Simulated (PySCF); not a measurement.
# B2F4 (diboron tetrafluoride): the cost of one run

Programs: PySCF 2.14.0, with density-fitted response routines of our own. Each step states its level of theory. These are calculated values for one molecule in the gas phase, unless marked as measured. Atoms count from 0, in the outputs and in this text.

## (1) Starting geometry

6 atoms, charge 0, multiplicity 1; geometry from: GFN2-xTB. The atoms were then displaced at random by about 0.01 Å, so the start is not that level's minimum.

Bonds of the start (Å): F0–B1 1.32, B1–F2 1.33, B1–B3 1.76, B3–F4 1.29, B3–F5 1.29.

## (2) Optimising the geometry at PBE0-D3(BJ)/def2-SVP

What the job is given:

```
{"job": {"xc": "PBE0", "basis": "def2-SVP", "d3": "d3bj", "grid": 1, "shake": 0.01, "kind": "geom"}, "charge": 0, "multiplicity": 1}
F     -1.561770    -1.028160     0.458550
B     -0.854260    -0.074150    -0.116120
F     -1.580090     0.740330    -0.874780
B      0.882590     0.073550     0.101840
F      1.403830     0.754970     1.066560
F      1.733870    -0.496560    -0.680710
```

On the command line:

```bash
OMP_NUM_THREADS=1 python probes_run.py task.json out
```

One launch serves the whole session: the jobs run in the order shown.

Q: Estimate the wall time and peak memory of this first job on 1 thread of Arm Neoverse V1, shared host.

About 16 s, with a peak of 0.34 GiB.
